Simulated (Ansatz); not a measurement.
# ZrO2: a point defect seen from the nuclei (Te on an O site), part 3 of 3

Aim: the field gradients at and around a point defect: Te on an O site in ZrO2, cell charge 0. The cell is a supercell built from a deposited structure from the Crystallography Open Database (COD). Planned: a single point, then a relaxation, then a check of xc.

Ansatz 0.2.0; DFT, PBE, plane-wave PAW, default files, scalar-relativistic, as far as a step names no other. The steps go on from the part before.

### 4 Settings changed: hamiltonian.xc = r2scan

input.yaml

```yaml
crystal:
  lattice:
    - [-3.5961, 3.5961, 5.177]
    - [3.5961, -3.5961, 5.177]
    - [3.5961, 3.5961, -5.177]
  atoms:
    - { symbol: Zr, position: [0.0, 0.0, 0.0] }
    - { symbol: Zr, position: [0.5, 0.5, 0.0] }
    - { symbol: Zr, position: [0.5, 0.0, 0.5] }
    - { symbol: Zr, position: [0.0, 0.5, 0.5] }
    - { symbol: Zr, position: [0.5, 0.5, 0.5] }
    - { symbol: Zr, position: [0.0, 0.0, 0.5] }
    - { symbol: Zr, position: [0.0, 0.5, 0.0] }
    - { symbol: Zr, position: [0.5, 0.0, 0.0] }
    - { symbol: Te, position: [0.3515, 0.1015, 0.25] }
    - { symbol: O, position: [0.8515, 0.6015, 0.25] }
    - { symbol: O, position: [0.8515, 0.1015, 0.75] }
    - { symbol: O, position: [0.3515, 0.6015, 0.75] }
    - { symbol: O, position: [0.6015, 0.3515, 0.25] }
    - { symbol: O, position: [0.1015, 0.8515, 0.25] }
    - { symbol: O, position: [0.1015, 0.3515, 0.75] }
    - { symbol: O, position: [0.6015, 0.8515, 0.75] }
    - { symbol: O, position: [0.1485, 0.3985, 0.25] }
    - { symbol: O, position: [0.6485, 0.8985, 0.25] }
    - { symbol: O, position: [0.6485, 0.3985, 0.75] }
    - { symbol: O, position: [0.1485, 0.8985, 0.75] }
    - { symbol: O, position: [0.3985, 0.6485, 0.25] }
    - { symbol: O, position: [0.8985, 0.1485, 0.25] }
    - { symbol: O, position: [0.8985, 0.6485, 0.75] }
    - { symbol: O, position: [0.3985, 0.1485, 0.75] }
kpoints:
  mp_grid: { grid: [4, 4, 4] }
scf:
  occupations: { method: fermi_dirac, width: 0.01 }
hamiltonian:
  xc: r2scan
  pseudopotentials: { kind: paw }
output:
  forces: true
  stress: true
  populations: true
  efg:
    quadrupole_moments_barn: { Zr: -0.176, O: -0.02558 }
    contact_densities: true
```

On the command line:

```console
$ ansatz run input.yaml --threads 1 --pin off --max-ram 3072MiB --backend cpu --events-out ev --progress --plain --runs-dir out
```

The log of the run:

```text
Warning: RAYON_NUM_THREADS=1 ignored (pool sized by the plan → 1); use --threads N
Zr, Te: output.efg is read without spin–orbit coupling, which moves field gradients at and beside such atoms by some per cent and up to a factor of two; PAW files take it under magnetization.noncollinear and magnetization.spin_orbit
Engine: ansatz 0.2.0, aarch64-unknown-linux-gnu
Pseudopotentials: kind: paw
Pseudopotential: Zr, paw, valence charge 12, recommended cutoff 500 eV (meta_gga), Zr.paw.azcp
Pseudopotential: Te, paw, valence charge 16, recommended cutoff 500 eV (meta_gga), Te.paw.azcp
Pseudopotential: O, paw, valence charge 6, recommended cutoff 500 eV (meta_gga), O.paw.azcp
Functional definition: r2SCAN
  parameter k0 = 0.174
  parameter k1 = 0.065
  parameter a1 = 4.9479
  exchange = r2scan_x(k0 = k0, k1 = k1, a1 = a1)
  correlation = r2scan_c
Crystal: 24 atoms, lattice volume = 267.795 Å³
Basis set: ecut = 500 eV, 6799 PW (Γ), exchange–correlation on 216×216×216 points (64 copies of the dense FFT grid, shifted against one another)
Bands: 125, of which v1, the nominal top of the filled ones, is band 101 counted from 1 (100 counted from 0)
Symmetry: 4 space group operations
Space group: Imm2 (ITA 44), of the structure as read, at distance tolerance 6.4e-5 Å
k-points: 18 of 64 (time reversal used)
Non-local potential: Zr, projectors of the file, l = 0: 3, l = 1: 2, l = 2: 2, l = 3: 2
Non-local potential: Te, projectors of the file, l = 0: 2, l = 1: 2, l = 2: 2, l = 3: 2
Non-local potential: O, projectors of the file, l = 0: 2, l = 1: 2, l = 2: 1
PAW form: soft (Blöchl's): semilocal exchange-correlation on the pseudo side does not see the compensation charge
PAW frozen core: Zr, regenerated for the run's functional (the file was generated under x = pbe(κ = 0.804, μ = 0.2195149727645171), c = pbe(β = 0.06672455060314922))
PAW frozen core: Te, regenerated for the run's functional (the file was generated under x = pbe(κ = 0.804, μ = 0.2195149727645171), c = pbe(β = 0.06672455060314922))
PAW frozen core: O, regenerated for the run's functional (the file was generated under x = pbe(κ = 0.804, μ = 0.2195149727645171), c = pbe(β = 0.06672455060314922))
PAW one-centre angular grid: Zr, 590 points (default); XC on 160 Gauss nodes
PAW one-centre angular grid: Te, 590 points (default); XC on 160 Gauss nodes
PAW one-centre angular grid: O, 302 points (default); XC on 160 Gauss nodes
Initial density: superposition of atomic densities (neutral atoms: chi_scale 0, normalization atom), corrected by the library's trained network
Initial wavefunctions: pseudopotential atomic-orbital guess
Functional: x = r2scan, c = r2scan; τ floored in thin density (d = 2e-4 eV/Å³)
SCF iter   1: F=—  HF=-49109.765575 eV  |F-HF|=—  |Δ(HF+E_count)|=         —  Δρ=1.65e-2  dr2=8.86e-1  dr2_τ=1.64e0  ethr=1.77e-3  ⟨swp⟩=6.2  Hψ=7963  notcnv=0  defer=138
preconditioner: auto → Resta (q_TF=auto, 2.603 Å⁻¹)  ε∞=3.9  [insulator: Δε(μ)=3.062 eV  Ē_g=17.587 eV  σ=0.010 eV  W_gap=1.00  n_scr=64 (ndim 8)  ℏωp=30.1 eV  f_vac=0.016  D(μ)=0.00/eV (n_scr^D=0)  ε∞_Penn≈3.9]
SCF iter   2: F=—  HF=-49110.450952 eV  |F-HF|=—  |Δ(HF+E_count)|=   6.85e-1  Δρ=7.36e-3  dr2=7.26e-2  dr2_τ=2.90e-2  ethr=4.39e-4  ⟨swp⟩=2.4  Hψ=3838  notcnv=0  defer=333
SCF iter   3: F=—  HF=-49110.448950 eV  |F-HF|=—  |Δ(HF+E_count)|=   2.00e-3  Δρ=3.07e-3  dr2=1.39e-2  dr2_τ=1.66e-3  ethr=3.60e-5  ⟨swp⟩=3.0  Hψ=3683  notcnv=0  defer=333
SCF iter   4: F=—  HF=-49110.449675 eV  |F-HF|=—  |Δ(HF+E_count)|=   7.25e-4  Δρ=6.05e-4  dr2=5.64e-4  dr2_τ=1.18e-4  ethr=6.87e-6  ⟨swp⟩=3.0  Hψ=3697  notcnv=0  defer=333
SCF iter   5: F=—  HF=-49110.449825 eV  |F-HF|=—  |Δ(HF+E_count)|=   1.49e-4  Δρ=2.73e-4  dr2=1.68e-4  dr2_τ=2.90e-5  ethr=2.79e-7  ⟨swp⟩=2.0  Hψ=3614  notcnv=0  defer=333
SCF iter   6: F=—  HF=-49110.449805 eV  |F-HF|=—  |Δ(HF+E_count)|=   1.94e-5  Δρ=6.54e-5  dr2=8.47e-6  dr2_τ=1.13e-6  ethr=8.32e-8  ⟨swp⟩=2.0  Hψ=3009  notcnv=0  defer=333
SCF iter   7: F=—  HF=-49110.449624 eV  |F-HF|=—  |Δ(HF+E_count)|=   1.81e-4  Δρ=1.98e-5  dr2=1.17e-6  dr2_τ=1.02e-7  ethr=4.19e-9  ⟨swp⟩=2.0  Hψ=3585  notcnv=0  defer=333
SCF iter   8: F=—  HF=-49110.449624 eV  |F-HF|=—  |Δ(HF+E_count)|=   3.05e-8  Δρ=7.68e-6  dr2=1.41e-7  dr2_τ=1.54e-8  ethr=5.81e-10  ⟨swp⟩=2.0  Hψ=3221  notcnv=0  defer=333
SCF iter   9: F=-49110.449624 eV  HF=-49110.449624 eV  |F-HF|=2.26e-8  |Δ(HF+E_count)|=   2.34e-9  Δρ=3.81e-6  dr2=3.35e-8  dr2_τ=4.74e-9  ethr=4.95e-11  ⟨swp⟩=12.3  Hψ=10502  notcnv=0
SCF 1 converged in 9 iterations: F = -49110.449624 eV  dr2 = 3.35e-8
SCF converged after 9 iterations
Free energy (F): -49110.449624 eV
Harris-Foulkes:  -49110.449624 eV  (|F-HF|=2.26e-8)
Internal energy: -49110.449624 eV  (E = F + TS)
E sigma→0 (E₀):  -49110.449624 eV
Fermi energy:    14.883293 eV
--- Per-component energies (eV) ---
  E_band       = -697.416314
  E_kinetic    = 5582.127682
  E_local      = -9952.793486  (includes V_loc(G=0)·N_el)
  E_nonlocal   = 1011.083689
  E_hartree    = 3738.604202
  E_xc         = -2504.566307
  E_vxc        = -3442.951423  (∫ρ·V_xc dr)
  E_paw        = -30847.235020  (= ΣΔE_a)
  E_vpaw       = -1580.385428  (= ΣTr[D̂ρ^β])
  E_aug_tail   = 0.015304  (compensation charges beyond the density's cutoff)
  E_vtau       = 208.275725  (kinetic-family band-sum trace: ∫τ·v_τ [+ j·A + Jᵃ·Aᵃ] dr)
  E_ewald      = -16136.173498
  E_core_change = -1.512191  (= ΣΔE_core)
  E_smearing   = -0.000000  (= −TS)
  E_closure    = -0.000000  (closes the sum)
  Σ components = -49110.449624   (vs F -49110.449624, Δ=0.00e0)
--- Forces (eV/Å), atoms counted from 1 ---
  atom   1  Zr     0.00000000   -18.65998217   -10.65117066
  atom   2  Zr     0.00000000    -0.05010971    -0.08275216
  atom   3  Zr     0.00000000    18.65998217   -10.65117066
  atom   4  Zr     0.00000000     0.05010971    -0.08275216
  atom   5  Zr     6.58739334     0.00000000     5.99492913
  atom   6  Zr     0.16583421    -0.00000000    -0.01989881
  atom   7  Zr    -0.16583421    -0.00000000    -0.01989881
  atom   8  Zr    -6.58739334     0.00000000     5.99492913
  atom   9  Te     0.00000000     0.00000000     9.92600147
  atom  10  O      0.00000000     0.00000000    -0.06390389
  atom  11  O      0.00000000     0.00000000     0.38388431
  atom  12  O      0.00000000     0.00000000    -0.17753176
  atom  13  O      0.00000000     0.00000000     1.02717619
  atom  14  O      0.00000000     0.00000000    -1.09182046
  atom  15  O      0.00000000     0.00000000    -0.08148707
  atom  16  O      0.00000000     0.00000000    -0.84311621
  atom  17  O      0.85699319    -0.86975300     0.16260032
  atom  18  O     -0.85699319     0.86975300     0.16260032
  atom  19  O      0.85699319     0.86975300     0.16260032
  atom  20  O     -0.85699319    -0.86975300     0.16260032
  atom  21  O     -0.32381075    -0.07931623    -0.05296246
  atom  22  O      0.32381075     0.07931623    -0.05296246
  atom  23  O     -0.32381075     0.07931623    -0.05296246
  atom  24  O      0.32381075    -0.07931623    -0.05296246
  max |Σ_I F_I| component: 3.10e-5 eV/Å
--- Stress (GPa, compression-positive) ---
       20.772150       0.000000       0.000000
        0.000000      48.093558       0.000000
        0.000000       0.000000      32.181271
  P = ⅓ Tr σ = 33.6823 GPa (336.823 kbar)
--- PAW observables at the nuclei: V_zz in 10²¹ V/m², potentials from the cell's mean, atoms counted from 1 ---
  atom   1  Zr V_zz =    -6.028577   η = 0.7530   by run symmetry: allowed   C_q = +25.6556 MHz
            electrostatic potential = -5928.277198 V   contact ρ = 490169.577382 e/Å³
  atom   2  Zr V_zz =    +4.996567   η = 0.0428   by run symmetry: allowed   C_q = -21.2637 MHz
            electrostatic potential = -5926.982245 V   contact ρ = 490168.684739 e/Å³
  atom   3  Zr V_zz =    -6.028577   η = 0.7530   by run symmetry: allowed   C_q = +25.6556 MHz
            electrostatic potential = -5928.277198 V   contact ρ = 490169.577382 e/Å³
  atom   4  Zr V_zz =    +4.996567   η = 0.0428   by run symmetry: allowed   C_q = -21.2637 MHz
            electrostatic potential = -5926.982245 V   contact ρ = 490168.684739 e/Å³
  atom   5  Zr V_zz =    +4.583033   η = 0.4268   by run symmetry: allowed   C_q = -19.5038 MHz
            electrostatic potential = -5927.461324 V   contact ρ = 490168.306297 e/Å³
  atom   6  Zr V_zz =    +4.755691   η = 0.0448   by run symmetry: allowed   C_q = -20.2386 MHz
            electrostatic potential = -5926.963248 V   contact ρ = 490168.760379 e/Å³
  atom   7  Zr V_zz =    +4.755691   η = 0.0448   by run symmetry: allowed   C_q = -20.2386 MHz
            electrostatic potential = -5926.963248 V   contact ρ = 490168.760379 e/Å³
  atom   8  Zr V_zz =    +4.583033   η = 0.4268   by run symmetry: allowed   C_q = -19.5038 MHz
            electrostatic potential = -5927.461324 V   contact ρ = 490168.306297 e/Å³
  atom   9  Te V_zz =   -26.688047   η = 0.8091   by run symmetry: allowed
            electrostatic potential = -8653.740153 V   contact ρ = 1467855.821862 e/Å³
  atom  10  O  V_zz =    +0.932441   η = 0.1428   by run symmetry: allowed   C_q = -0.5767 MHz
            electrostatic potential = -630.248076 V   contact ρ = 2151.622921 e/Å³
  atom  11  O  V_zz =    +0.816973   η = 0.0761   by run symmetry: allowed   C_q = -0.5053 MHz
            electrostatic potential = -630.449343 V   contact ρ = 2151.752614 e/Å³
  atom  12  O  V_zz =    +1.123995   η = 0.2163   by run symmetry: allowed   C_q = -0.6952 MHz
            electrostatic potential = -630.281380 V   contact ρ = 2151.648922 e/Å³
  atom  13  O  V_zz =    -1.120154   η = 0.1570   by run symmetry: allowed   C_q = +0.6928 MHz
            electrostatic potential = -630.127531 V   contact ρ = 2151.890912 e/Å³
  atom  14  O  V_zz =    -0.720067   η = 0.1501   by run symmetry: allowed   C_q = +0.4454 MHz
            electrostatic potential = -630.231767 V   contact ρ = 2151.853131 e/Å³
  atom  15  O  V_zz =    +0.964454   η = 0.0625   by run symmetry: allowed   C_q = -0.5965 MHz
            electrostatic potential = -630.287667 V   contact ρ = 2151.647879 e/Å³
  atom  16  O  V_zz =    +0.885718   η = 0.1994   by run symmetry: allowed   C_q = -0.5478 MHz
            electrostatic potential = -630.728342 V   contact ρ = 2152.489735 e/Å³
  atom  17  O  V_zz =    +1.030472   η = 0.5714   by run symmetry: allowed   C_q = -0.6374 MHz
            electrostatic potential = -630.242761 V   contact ρ = 2151.891984 e/Å³
  atom  18  O  V_zz =    +1.030472   η = 0.5714   by run symmetry: allowed   C_q = -0.6374 MHz
            electrostatic potential = -630.242761 V   contact ρ = 2151.891984 e/Å³
  atom  19  O  V_zz =    +1.030472   η = 0.5714   by run symmetry: allowed   C_q = -0.6374 MHz
            electrostatic potential = -630.242761 V   contact ρ = 2151.891984 e/Å³
  atom  20  O  V_zz =    +1.030472   η = 0.5714   by run symmetry: allowed   C_q = -0.6374 MHz
            electrostatic potential = -630.242761 V   contact ρ = 2151.891984 e/Å³
  atom  21  O  V_zz =    +0.966864   η = 0.2169   by run symmetry: allowed   C_q = -0.5980 MHz
            electrostatic potential = -630.352718 V   contact ρ = 2151.652917 e/Å³
  atom  22  O  V_zz =    +0.966864   η = 0.2169   by run symmetry: allowed   C_q = -0.5980 MHz
            electrostatic potential = -630.352718 V   contact ρ = 2151.652917 e/Å³
  atom  23  O  V_zz =    +0.966864   η = 0.2169   by run symmetry: allowed   C_q = -0.5980 MHz
            electrostatic potential = -630.352718 V   contact ρ = 2151.652917 e/Å³
  atom  24  O  V_zz =    +0.966864   η = 0.2169   by run symmetry: allowed   C_q = -0.5980 MHz
            electrostatic potential = -630.352718 V   contact ρ = 2151.652917 e/Å³
--- Band table (eV; the first three rows and the last of 18) ---
  k-point 0: bands = ["-36.7035", "-36.6749", "-36.6675", "-36.6574", "-36.5894", "-36.5731", "-36.3713", "-36.3499", "-24.5908", "-24.5738", "-24.2783", "-24.2472", "-24.1604", "-15.1122", "-14.6361", "-14.6080", "-14.6011", "-14.5908", "-14.5493", "-14.5421", "-14.2445", "-14.1832", "-14.1831", "-14.0678", "-14.0128", "-14.0046", "-13.9895", "-13.9439", "-13.9359", "-13.8997", "-13.8635", "-13.8523", "-13.8306", "-13.6116", "-13.6086", "-13.5957", "-13.5448", "-6.4273", "-5.5973", "-5.5785", "-5.5069", "-5.3389", "-5.1974", "-5.0769", "-4.5875", "-4.4394", "-4.3473", "-4.3384", "-4.2755", "-4.2717", "-4.2576", "-4.2038", "2.1127", "6.4509", "6.6285", "6.7729", "7.3293", "7.4376", "7.4673", "8.0642", "8.1301", "8.2328", "8.2997", "8.3350", "8.4651", "8.5424", "8.5945", "9.3304", "9.4253", "9.4488", "9.4523", "9.6019", "9.6161", "9.8776", "9.8783", "9.9642", "10.0055", "10.2440", "10.3132", "10.3284", "10.4750", "10.7223", "10.8321", "10.8499", "10.8956", "10.9269", "10.9586", "11.1097", "11.1701", "11.2776", "11.2841", "11.2994", "11.4209", "11.5406", "11.6038", "11.8778", "11.8924", "12.0456", "12.8580", "13.0333", "13.3609", "16.3472", "16.6880", "16.7516", "16.8307", "17.0093", "17.1636", "17.1772", "17.2315", "17.3095", "17.4606", "17.6603", "17.7193", "17.7819", "17.8352", "17.8924", "18.0747", "18.9171", "18.9766", "19.0714", "19.0818", "19.1484", "19.1804", "19.2925", "19.7180"]
[... 3 lines left out ...]
--- Löwdin populations: 24 sites ---
  site symbol       q [e]
     0     Zr     10.9769
     1     Zr     10.4634
     2     Zr     10.9769
     3     Zr     10.4634
     4     Zr     10.7221
     5     Zr     10.4570
     6     Zr     10.4570
     7     Zr     10.7221
     8     Te     15.1171
     9      O      6.7178
    10      O      6.6990
    11      O      6.7183
    12      O      6.7201
    13      O      6.7249
    14      O      6.7178
    15      O      6.6851
    16      O      6.7262
    17      O      6.7262
    18      O      6.7262
    19      O      6.7262
    20      O      6.7118
    21      O      6.7118
    22      O      6.7118
    23      O      6.7118
  spilling = 0.004501 (of n_electrons = 202.000000)
```

Run time: 3.1 min. Hardware: 1 thread of Arm Neoverse V1, shared host; peak memory 1.3 GiB.

At the end: gap on the mesh 2.94 eV, largest force 21.486 eV/Å, pressure 33.7 GPa.

What changed since step 2 (V_zz in 10²¹ V/m²; 9 of 14 rows, with the four largest changes of size):

```
site          atoms  V_zz, PBE  V_zz, xc r2scan  η, PBE  η, xc r2scan
  Te              9      -27.8            -26.7    0.79          0.81
 Zr1           1, 3      -6.46            -6.03    0.68          0.75
 Zr5           5, 8       4.49             4.58    0.42          0.43
 O13             13      -1.21            -1.12    0.03          0.16
 O14             14      -0.76            -0.72    0.26          0.15
 O17  17, 18, 19, …       1.03             1.03    0.54          0.57
 O21  21, 22, 23, …       0.99             0.97    0.29          0.22
 O11             11       0.78             0.82    0.11          0.08
 O12             12       1.14             1.12    0.12          0.22
```

The sizes of the gradients above 0.15 moved by 2.2 % in the median, 7 % at the site that moves most (small gradients counted from 0.15; O13, -1.21 to -1.12).

### 5 Simulated spectra, from step 3

¹⁷O (I = 5/2, Q = -25.58 mb) at 7.05 T, Larmor frequency 40.7 MHz. Second-order quadrupolar shifts of the central transition; chemical shifts are not computed, so all sites share one zero.

```csv
site,count,C_Q (MHz),η,ν_Q (MHz),δ_QIS (ppm)
O14,1,1.47,0.97,0.221,-10.3
O17,4,0.725,0.43,0.109,-2.0
O13,1,-0.589,0.61,0.088,-1.4
O21,4,-1.18,0.50,0.176,-5.4
O12,1,-1.09,0.69,0.164,-5.0
O11,1,1.71,0.47,0.256,-11.4
```

¹⁷O central transition, under fast magic-angle spinning:

kHz, intensity and a bar:
```
     -1.2          0 
     -1.1          0 
     -1.0          0 
     -0.9          1 
     -0.9          2 
     -0.8          2 #
     -0.7          3 #
     -0.7          4 #
     -0.6          5 ##
     -0.5          8 ##
     -0.4         13 ####
     -0.4         20 ######
     -0.3         32 #########
     -0.2         37 ###########
     -0.2         56 #################
     -0.1        100 ##############################
      0.0         56 #################
      0.1          0
```

### 6 Outcome

This closing draws on all 3 parts.

```
                                                          quantity                                                                                                                                                                            value
                                                    state (step 3)                                                                                                             gap on the mesh 1.90 eV, largest force 0.026 eV/Å, pressure 33.1 GPa
                                  V_zz by site, step 3 (10²¹ V/m²)                                                                                            Te -16.48, Zr1 6.44, Zr5 -6.00, O14 -2.38, O17 -1.17, O13 0.95, O21 1.90, O12 1.76, …
                                       largest C_Q in size, step 3                                                                                                                                                            36.7 MHz, ⁹¹Zr at Zr6
                              step 3 (ions relaxed) against step 2  45 % in the median, over a factor of two at the site that moves most (small gradients counted from 0.15; O11, 0.78 to -2.76), with a change of sign at Zr1, Zr5, O13 and others
step 4 (hamiltonian.xc = r2scan) against step 2, before relaxation                                                                    2.2 % in the median, 7 % at the site that moves most (small gradients counted from 0.15; O13, -1.21 to -1.12)
```

**Reading.** Site Te (4 Zr at 2.41–2.54 Å) carries the largest gradient. The runs allow no spin. The relaxation kept the symmetry Imm2, so a distorted place of lower energy may have been missed. The cell stands at 33 GPa, so host cell and defect together are far from ambient conditions, and the values don't describe a crystal at zero pressure. Relaxing moved atoms by up to 0.41 Å and single gradients by over a factor of two in size at the worst site (45 % in the median) (gradients over 0.15 counted), so at some sites the starting positions were a poor guide. At 7.05 T the ¹⁷O line of the largest coupling listed spans about 1.1 kHz under magic-angle spinning and 3.2 kHz static, from the quadrupolar part alone (no shift anisotropy). The defect repeats with the cell of 24 atoms, so it feels its images: sites between two images don't show the values beside a lone defect, and zeros or small values of η there can come from the images' arrangement. O and Zr carry a gradient in the pure host already, so the values there aren't the defect's effect alone. The relaxation keeps the site symmetry mm2 of the start, so the impurity can move only along its axis; a start off the site could end lower. The cell keeps the host's lattice, where the PBE pressure is 33 GPa. The gap, too, lacks spin–orbit coupling.

These are semilocal Kohn-Sham gaps, which aren't the measured quantity. Such gaps usually fall short of the measured ones; spin-orbit coupling, left out here, narrows gaps with Te, so the two errors partly cancel.
